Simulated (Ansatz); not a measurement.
# GeH6OSSi: one species, many methods

One table from this session's results is given with a row withheld; the runs are named, their logs left out.

Computed with Ansatz 0.2.0, Gaussian basis. Level: functionals in def2-TZVPP, the program's frozen cores in correlated methods.

Levels to be run: PBE-D4, r2SCAN-D4, PBE0-D4, B3LYP-D4, ωB97X-V, ωB97M-V, B2PLYP; CCSD(T)/def2-TZVPP; MP2/def2-QZVPP; extrapolation to the limit.

### Structure used throughout

All runs share one geometry, relaxed beforehand with PBE0-D4 in a triple-zeta def2 set.

SMILES `[OH][GeH2][SiH2]S`, 10 atoms, charge 0, spin multiplicity 1.

Atoms are counted from 1 here; the program's logs count them from 0.

Bond lengths: O1–Ge2 1.798 Å, O1–H5 0.959 Å, Ge2–Si3 2.382 Å, Ge2–H6 1.544 Å, Ge2–H7 1.544 Å, Si3–S4 2.136 Å, Si3–H8 1.487 Å, Si3–H9 1.485 Å, S4–H10 1.348 Å. Angles: Ge2–O1–H5 113.4°, O1–Ge2–Si3 100.0°, O1–Ge2–H6 108.9°, O1–Ge2–H7 108.8°, Si3–Ge2–H6 115.8°, Si3–Ge2–H7 114.0°, H6–Ge2–H7 108.8°, Ge2–Si3–S4 105.3°, Ge2–Si3–H8 110.3°, Ge2–Si3–H9 112.0°, S4–Si3–H8 113.0°, S4–Si3–H9 107.9°, H8–Si3–H9 108.3°, Si3–S4–H10 92.6°.

Set-up of the first run:

in.yaml

```yaml
crystal:
  periodic: [false, false, false]
  atoms:
    - {symbol: O, position_ang: [-1.382656, 0.482731, 1.062156]}
    - {symbol: Ge, position_ang: [-0.372108, 1.046956, -0.313678]}
    - {symbol: Si, position_ang: [0.884965, -0.929563, -0.743690]}
    - {symbol: S, position_ang: [1.247587, -1.795499, 1.174583]}
    - {symbol: H, position_ang: [-1.887490, 1.185210, 1.476773]}
    - {symbol: H, position_ang: [-1.300302, 1.514321, -1.456101]}
    - {symbol: H, position_ang: [0.480974, 2.245449, 0.154482]}
    - {symbol: H, position_ang: [0.133105, -1.832585, -1.655623]}
    - {symbol: H, position_ang: [2.199467, -0.628840, -1.365487]}
    - {symbol: H, position_ang: [0.079658, -1.339382, 1.669485]}
basis:
  gaussian: {orbitals: def2-TZVPP}
hamiltonian: {xc: pbe, dispersion: d4}
output: {forces: true, orbitals: {seedname: orbitals}}
```

Command:

```
> ansatz run in.yaml --threads 4 --pin off --events-out ev --progress --plain --max-ram 10444MiB
```

Among the steps run: PBE-D4 (GGA); r2SCAN-D4 (meta-GGA); PBE0-D4 (hybrid); B3LYP-D4 (hybrid); ωB97X-V (range-separated); ωB97M-V (range-separated); B2PLYP (double hybrid); CCSD(T) in def2-TZVPP; MP2 in def2-QZVPP.

One of the session's tables, all rows but one given; the rest of the session is left out.

```
            method  atomisation energy (kJ/mol)
            PBE-D4                            ?
         r2SCAN-D4                       3000.4
           PBE0-D4                       2955.4
          B3LYP-D4                       2972.1
           ωB97X-V                       3021.1
           ωB97M-V                       2992.7
            B2PLYP                       2939.2
     HF/def2-TZVPP                       2122.2
    MP2/def2-TZVPP                       2938.1
   CCSD/def2-TZVPP                       2884.5
CCSD(T)/def2-TZVPP                       2928.0
           MP2/CBS                       3021.7
       CCSD(T)/CBS                       3011.6
```

**Question.** Estimate the row for PBE-D4.

The run gave: atomisation energy (kJ/mol): 2993.2. In the column «atomisation energy (kJ/mol)» it lies between ωB97M-V (2992.7) and r2SCAN-D4 (3000.4).

Caveats from the session: Free atoms (1 O, 1 Ge, 1 Si, 1 S, 6 H) were run apart at each level; the atomisation energy is their sum less the molecule, without zero-point or spin-orbit terms.
